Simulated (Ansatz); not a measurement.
What does this script print? It uses Ansatz 0.2.0, Python API.

Script `si_bands.py`:
```python
"""Bands of Si along a path through the zone."""

from collections import Counter
import logging
import sys
import warnings

import ansatz as az
import numpy as np

logging.basicConfig(stream=sys.stdout, format="[%(levelname)s] %(message)s")
logger = logging.getLogger("ansatz_job")
logger.setLevel(logging.INFO)

lattice = az.Lattice.of(
    [-2.371372, 2.371372, 1.329265],
    [2.371372, -2.371372, 1.329265],
    [2.371372, 2.371372, -1.329265],
)
sites = [
    ("Si", [0.25, 0.75, 0.5]),
    ("Si", [0.5, 0.5, 0.0]),
]
cell = az.Crystal(lattice=lattice)
for symbol, position in sites:
    cell = cell.atom(symbol, position)

# vertices of the path, as fractions of the reciprocal vectors
path = [
    ("G", (0.0, 0.0, 0.0)),
    ("X", (0.0, 0.0, 0.5)),
    ("M", (-0.5, 0.5, 0.5)),
    ("G", (0.0, 0.0, 0.0)),
    ("Z", (0.32855, 0.32855, -0.32855)),
]
base = (
    cell.calculation()
    .functional("pbesol")
    .pseudopotentials("paw")
    .basis(550)
    .kpoints(spacing=0.24)  # the mesh must be finer for metals
    .occupations(az.OccupationsMethod.COLD)  # smearing steadies the SCF of a metal
    .band_structure([point for _, point in path], intervals=4)  # levels along the path at the converged density
    .scf(extra_bands=8)
    .density()  # keep the density on its grid
)
with warnings.catch_warnings(record=True) as caught:
    warnings.simplefilter("always")
    res = base.run()
print("warnings raised:", sorted(w.category.__name__ for w in caught) or "none")
r = res.report

logger.info(f"free energy      {r['free_energy_ev']:.5f} eV")
logger.info(f"per atom         {r['free_energy_ev'] / len(res.lattice.sites):.5f} eV")
logger.info(f"SCF iterations   {r['n_iterations']}  (converged: {r['converged']})")

rho = res.density()
total = sum(ch.density_e_per_ang3 for ch in rho.channels[:2]) if len(rho.channels) < 3 else rho.channels[0].density_e_per_ang3
print("grid", rho.dims, "electrons", round(float(total.mean() * rho.cell_volume_ang3), 4))
logger.info(f"density range {total.min():.4f} to {total.max():.4f} e/A^3")
print(np.array2string(total[:: max(rho.dims[0] // 8, 1), :: max(rho.dims[1] // 8, 1), 0], precision=3, suppress_small=True))

told = Counter((n["data"]["severity"], n["data"]["kind"]) for n in res.notices if n["event"] == "notice")
for (severity, kind), count in sorted(told.items()):
    logger.info(f"{severity:8s} {kind} x{count}")

bands = res.band_structure()
fermi = bands.fermi_energy_ev
logger.info(f"zero of the bands: {fermi:.3f} eV, the Fermi level found on the SCF mesh")
for spin, channel in enumerate(bands.channels):
    print("channel", spin, "- computed levels within 8 eV of the Fermi level")
    for i, (label, _) in enumerate(path):
        levels = channel.eigenvalues_ev[i * 4] - fermi
        print(f"  {label:3s}", " ".join(f"{e:7.3f}" for e in levels if abs(e) < 8))
```

Output of `python si_bands.py`:
```text
warnings raised: none
[INFO] free energy      -1242.60742 eV
[INFO] per atom         -621.30371 eV
[INFO] SCF iterations   5  (converged: True)
grid (30, 30, 30) electrons 8.0
[INFO] density range 0.0422 to 0.4800 e/A^3
[[0.313 0.289 0.237 0.183 0.145 0.131 0.145 0.183 0.237 0.289]
 [0.289 0.345 0.344 0.3   0.233 0.169 0.132 0.127 0.154 0.213]
 [0.237 0.344 0.392 0.378 0.365 0.287 0.189 0.131 0.121 0.154]
 [0.183 0.3   0.378 0.293 0.283 0.381 0.321 0.197 0.131 0.127]
 [0.145 0.233 0.365 0.283 0.111 0.173 0.375 0.321 0.189 0.132]
 [0.131 0.169 0.287 0.381 0.173 0.042 0.173 0.381 0.287 0.169]
 [0.145 0.132 0.189 0.321 0.375 0.173 0.111 0.283 0.365 0.233]
 [0.183 0.127 0.131 0.197 0.321 0.381 0.283 0.293 0.378 0.3  ]
 [0.237 0.154 0.121 0.131 0.189 0.287 0.365 0.378 0.392 0.344]
 [0.289 0.213 0.154 0.127 0.132 0.169 0.233 0.3   0.344 0.345]]
[INFO] audit    band_cg_iterations x1
[INFO] audit    preconditioner_resolved x1
[INFO] zero of the bands: 9.935 eV, the Fermi level found on the SCF mesh
channel 0 - computed levels within 8 eV of the Fermi level
  G    -2.498  -2.498  -1.789   1.435   7.487
  X     0.358   0.358   2.682   2.682
  M    -6.942  -6.942   5.447   5.447
  G    -2.498  -2.498  -1.789   1.435   7.487
  Z    -6.440  -5.941  -4.752  -4.729  -4.729   6.164   6.250   6.250
```

Caveats:
- Absolute energies stand on the zero of these potentials, so only differences at equal settings mean something.
- Grid values close to the nuclei reflect the PAW or pseudopotential construction, not the all-electron fields.
- This isn't the structure that Si takes at ambient conditions.
- Gaps and levels are Kohn-Sham values on a finite set of k-points.
- Finished in 6.2 s on 1 thread of Arm Neoverse V1 (shared host), peak memory 0.41 GiB.
